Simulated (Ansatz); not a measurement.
# Cu5Si3: the cost of one run

Program: Ansatz 0.2.0. Level of theory: DFT PBE, scalar-relativistic, plane waves, PAW. These are calculated values, not measurements.

### Step 1. The system as given

The cell holds 16 atoms (Cu10Si6): a = 6.034 Å, b = 6.312 Å, c = 5.993 Å, α = 91.32°, β = 89.34°, γ = 91.28°.

It is the last frame of an earlier stage of the same melt, run at 860 K.

As a file:

```xyz
16
Lattice="6.0333 -0.0687 0.0340 -0.0687 6.3114 -0.0708 0.0340 -0.0708 5.9927" Properties=species:S:1:pos:R:3 pbc="T T T"
Cu    2.6120    1.8356    3.7620
Cu    4.3755    3.1720    2.4105
Cu    3.9633    0.7071    5.6038
Cu    4.3427    5.4490    3.6195
Cu    0.1673    1.1621    4.0491
Cu    3.4306    3.7476    4.8811
Cu    1.7477    5.7140    4.2462
Cu    2.6554    2.4127    0.7806
Cu    1.5207    4.5921    0.3796
Cu    2.5782    0.1266    2.0087
Si    0.2447    3.9233    4.1369
Si    3.9563    4.9845    0.6375
Si    5.3954    2.8012    0.1919
Si    0.8524    0.5370    0.1887
Si    2.0003    3.8654    2.6963
Si    4.9629    0.8341    2.0715
```

### Step 2. Dynamics at 300 K

One k point, a Fermi-Dirac width of 0.050 eV and a fixed cell.

File input.yaml:

```yaml
crystal:
  lattice:
    - [6.033308, -0.068701, 0.033986]
    - [-0.068701, 6.311354, -0.070802]
    - [0.033986, -0.070802, 5.992716]
  atoms:
    - { symbol: Cu, position: [0.4328329385, 0.3026084253, 0.628884065] }
    - { symbol: Cu, position: [0.7288188074, 0.5150548137, 0.4041870221] }
    - { symbol: Cu, position: [0.6531157138, 0.1296112449, 0.9329224474] }
    - { symbol: Cu, position: [0.7263512822, 0.8781170951, 0.6102458653] }
    - { symbol: Cu, position: [0.0261048535, 0.1920141453, 0.677785084] }
    - { symbol: Cu, position: [0.5709383717, 0.6091889573, 0.8184574361] }
    - { symbol: Cu, position: [0.2960720395, 0.9166242604, 0.7177110526] }
    - { symbol: Cu, position: [0.4438006463, 0.3885897379, 0.1323301866] }
    - { symbol: Cu, position: [0.2599867226, 0.7312097219, 0.0705033784] }
    - { symbol: Cu, position: [0.4257805948, 0.0284299936, 0.3331154815] }
    - { symbol: Si, position: [0.0438071602, 0.6299331257, 0.6975161595] }
    - { symbol: Si, position: [0.6641955787, 0.7982612627, 0.1120452291] }
    - { symbol: Si, position: [0.8992632067, 0.4539799215, 0.0322855293] }
    - { symbol: Si, position: [0.1421003778, 0.0869882384, 0.0317070186] }
    - { symbol: Si, position: [0.3360551319, 0.6212132036, 0.4553578457] }
    - { symbol: Si, position: [0.8222989481, 0.1449530032, 0.3427243238] }
  symmetry: { detect: false }
basis:
  ecutwfc: 420
  xc_grid: 1
kpoints:
  mp_grid: { grid: [1, 1, 1], shift: [0.25, 0.25, 0.25] }
hamiltonian:
  xc: pbe
scf:
  occupations: { method: fermi_dirac, width: 0.05 }
  lower_state_search: "off"
  convergence: { dr2_threshold: 1.0e-05 }
output:
  forces: true
  stress: true
md:
  timestep: 3.0
  n_steps: 162
  ensemble: nvt_langevin
  friction: 0.03
  temperature: 300.0
  initial_velocities: maxwell_boltzmann
  seed: 56425
```

Command:

```sh
ansatz run input.yaml --threads 2 --pin off --max-ram 5120MiB --backend cpu --events-out ev --progress --plain --runs-dir out
```

Q: Estimate wall time and peak memory on 2 threads of Arm Neoverse V2, shared host.

About 4.1 min, with a peak of 0.46 GiB.
